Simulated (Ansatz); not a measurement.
**C₂H₂BF: ionisation energy by level of theory**

The task here is to estimate one member of a computed series from the others.

Method: unrestricted cation, the program's frozen cores in correlated methods; program: Ansatz 0.2.0, Gaussian basis.

Levels to be run: UKS PBE-D4/def2-TZVPP; UKS r2SCAN-D4/def2-TZVPP; UKS PBE0-D4/def2-TZVPP; UKS B3LYP-D4/def2-TZVPP; UKS wB97X-V/def2-TZVPP; UKS wB97M-V/def2-TZVPP; UKS B2PLYP/def2-TZVPP; UHF-CCSD(T)/def2-TZVPP; UHF-MP2/def2-QZVPP; extrapolation to the limit; then −ε(HOMO) from the neutral's earlier runs with LDA (SPW92), PBE-D4, revPBE-D4, BLYP-D4, r2SCAN-D4, B97M-V, PBE0-D4, B3LYP-D4, r2SCANh-D4, r2SCAN0-D4, HSE06-D4, BHLYP-D4, CAM-B3LYP-D4, LC-ωPBE, ωB97X-V, ωB97M-V.

## The relaxed structure

An earlier PBE0-D4 in a triple-zeta def2 set relaxation fixed the geometry.

6 atoms, charge 0, spin multiplicity 1.

Atoms are counted from 1 here; the program's logs count them from 0.

Bond lengths: B1–C2 1.496 Å, B1–H5 1.194 Å, B1–H6 1.194 Å, C2–C3 1.207 Å, C3–F4 1.264 Å. Angles: C2–B1–H5 119.9°, C2–B1–H6 119.9°, H5–B1–H6 120.2°, B1–C2–C3 180.0°, C2–C3–F4 180.0°.

Set-up of the first run:

Input file in.yaml:

```yaml
crystal:
  periodic: [false, false, false]
  atoms:
    - {symbol: B, position_ang: [-0.662749, 0.885081, -0.325547]}
    - {symbol: C, position_ang: [0.199012, -0.267789, 0.083625]}
    - {symbol: C, position_ang: [0.894168, -1.197395, 0.413298]}
    - {symbol: F, position_ang: [1.622870, -2.170986, 0.758923]}
    - {symbol: H, position_ang: [-1.083052, 0.947419, -1.441167]}
    - {symbol: H, position_ang: [-0.928050, 1.739671, 0.464669]}
basis:
  gaussian: {orbitals: def2-TZVPP}
total_charge: 1
magnetization: {spin_polarized: true, initial_magnetization: 1}
hamiltonian: {xc: pbe, dispersion: d4}
```

Command:

```bash
ansatz run in.yaml --threads 2 --pin off --events-out ev --progress --plain --max-ram 4352MiB
```

Steps of the session up to this table: Cation, UKS PBE-D4/def2-TZVPP; Cation, UKS r2SCAN-D4/def2-TZVPP; Cation, UKS PBE0-D4/def2-TZVPP; Cation, UKS B3LYP-D4/def2-TZVPP; Cation, UKS wB97X-V/def2-TZVPP; Cation, UKS wB97M-V/def2-TZVPP; Cation, UKS B2PLYP (frozen core)/def2-TZVPP; Cation, UHF-CCSD(T)/def2-TZVPP; Cation, UHF-MP2/def2-QZVPP.

One table of the session follows, with a row left open; its other results are not shown here.

It belongs to the step «Ionisation energies side by side». For comparison, −ε(HOMO) of the neutral from earlier runs:

```
  functional  −ε(HOMO) (eV)
 LDA (SPW92)           6.82
      PBE-D4           6.67
   revPBE-D4           6.61
     BLYP-D4           6.55
   r2SCAN-D4           6.89
      B97M-V           6.94
     PBE0-D4              ?
    B3LYP-D4           7.74
  r2SCANh-D4           7.38
  r2SCAN0-D4           8.11
    HSE06-D4           7.55
    BHLYP-D4           9.14
CAM-B3LYP-D4           9.33
     LC-ωPBE          10.69
     ωB97X-V          10.30
     ωB97M-V          10.19
```

Q: Estimate the row for PBE0-D4 from the others.

**Answer.** −ε(HOMO) (eV): 7.96. In the column «−ε(HOMO) (eV)» it lies between B3LYP-D4 (7.74) and r2SCAN0-D4 (8.11).

To keep in mind: The cation may have settled in a state other than its lowest; no search over hole states beyond the program's own was made.
